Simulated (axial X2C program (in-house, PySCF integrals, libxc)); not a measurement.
# Linear AsNC at several levels

Aim: the two bond lengths and stretching wavenumbers of linear AsNC, with and without spin–orbit coupling, at PBE0, HF, B3LYP, MP2.

The runs use an in-house X2C program for linear molecules on PySCF integrals; all-electron X2C, two-component (2c) or spin-free, As dyall-v3z, N dyall-av3z, C dyall-v3z.

All values are calculated.

2 further runs of the same task are left out: 2 set aside as unsound or not needed.

## (1) Input

The input, task.json:

```json
{"zs": [33, 7, 6], "q": 0, "bas": ["dyall-v3z", "dyall-av3z", "dyall-v3z"], "r0": [1.87, 1.17], "symm": 0, "scan": ["PBE0", "HF", "B3LYP"], "levels": ["PBE0", "HF", "BHandHLYP"], "nst": 2}
```

Keys: zs atomic numbers; q charge; bas basis sets; r0 starting distance in Å; symm equal bonds; scan levels of the two-bond scan (MP2 follows by itself at each HF point); levels methods; nst determinants followed.

Launch:

```bash
$ python solin.py task.json out
```

Masses As 74.922, N 14.003, C 12.000 u.

## (2) Scan at PBE0, 2c

State: Ω = 1 (beyond evenly filled blocks: ω = -1/2, ω = 3/2). Energies above the lowest point, from the job's result record:

| r(As–N) (Å) | r(N–C) (Å) | E (meV) |
| --- | --- | --- |
| 1.7667 | 1.1515 | 66.53 |
| 1.7667 | 1.1810 | 20.31 |
| 1.7667 | 1.2105 | 60.13 |
| 1.8120 | 1.1515 | 41.24 |
| 1.8120 | 1.1810 | 0.00 |
| 1.8120 | 1.2105 | 45.26 |
| 1.8120 | 1.2401 | 161.55 |
| 1.8573 | 1.1515 | 59.10 |
| 1.8573 | 1.1810 | 21.86 |
| 1.8573 | 1.2105 | 71.49 |
| 1.9026 | 1.1810 | 77.15 |
| 1.9026 | 1.2401 | 255.25 |

A quadratic surface with cubic terms in each bond gives the minimum at 1.810 and 1.180 Å, force constants 3.31, 16 and coupling 0.53 mdyn/Å.

## (3) Scan at HF, 2c

State: Ω = 1 (beyond evenly filled blocks: ω = -1/2, ω = 3/2). Energies above the lowest point, from the job's result record:

| r(As–N) (Å) | r(N–C) (Å) | E (meV) |
| --- | --- | --- |
| 1.7667 | 1.1515 | 32.62 |
| 1.7667 | 1.1810 | 57.40 |
| 1.7667 | 1.2105 | 168.63 |
| 1.8120 | 1.1515 | 0.00 |
| 1.8120 | 1.1810 | 29.82 |
| 1.8120 | 1.2105 | 146.79 |
| 1.8120 | 1.2401 | 333.97 |
| 1.8573 | 1.1515 | 14.29 |
| 1.8573 | 1.1810 | 48.20 |
| 1.8573 | 1.2105 | 169.87 |
| 1.9026 | 1.1810 | 103.22 |
| 1.9026 | 1.2401 | 425.78 |

A quadratic surface with cubic terms in each bond gives the minimum at 1.819 and 1.157 Å, force constants 3.47, 18.6 and coupling 0.57 mdyn/Å.

## (4) Scan at B3LYP, 2c

State: Ω = 1 (beyond evenly filled blocks: ω = -1/2, ω = 3/2). Energies above the lowest point, from the job's result record:

| r(As–N) (Å) | r(N–C) (Å) | E (meV) |
| --- | --- | --- |
| 1.7667 | 1.1515 | 82.16 |
| 1.7667 | 1.1810 | 32.75 |
| 1.7667 | 1.2105 | 67.89 |
| 1.8120 | 1.1515 | 44.33 |
| 1.8120 | 1.1810 | 0.00 |
| 1.8120 | 1.2105 | 40.67 |
| 1.8120 | 1.2401 | 150.95 |
| 1.8573 | 1.1515 | 49.63 |
| 1.8573 | 1.1810 | 9.39 |
| 1.8573 | 1.2105 | 54.51 |
| 1.9026 | 1.1810 | 52.25 |
| 1.9026 | 1.2401 | 220.03 |

A quadratic surface with cubic terms in each bond gives the minimum at 1.823 and 1.180 Å, force constants 3.1, 15.7 and coupling 0.54 mdyn/Å.

## (5) Comparison

| level | r(As–N) (Å) | r(N–C) (Å) | lower stretch (cm⁻¹) | upper stretch (cm⁻¹) |
| --- | --- | --- | --- | --- |
| PBE0, 2c | 1.810 | 1.180 | 534.2 | 2066.1 |
| HF, 2c | 1.819 | 1.157 | 547.2 | 2222.3 |
| B3LYP, 2c | 1.823 | 1.180 | 517.4 | 2039.4 |
| MP2, 2c | 1.848 | 1.184 | 512.5 | 2206.5 |
| PBE0, spin-free | 1.809 | 1.180 | 534.7 | 2066.2 |
| HF, spin-free | 1.818 | 1.157 | 547.8 | 2222.4 |
| B3LYP, spin-free | 1.823 | 1.180 | 518.0 | 2039.5 |
| MP2, spin-free | 1.848 | 1.184 | 512.9 | 2206.7 |

Scans not shown above were run alike.

In words: Over the levels the As–N bond spans 1.809 to 1.848 Å and the N–C bond 1.157 to 1.184 Å. At PBE0 spin–orbit coupling leaves both bonds unchanged to 0.001 Å. Each state is one determinant, the lowest of a limited PBE0 search; the stretches come from a fit to few points and are good to some per cent at best. MP2 freezes inner shells (threshold -2 hartree). The molecule was held linear; bending was not examined, so a bent shape may lie lower. Open-shell Ω = 0 determinants with evenly filled partner blocks cannot be reached by this program, so the Ω shown need not be the lowest component. Note: several unpaired electrons, one determinant need not be a pure state.
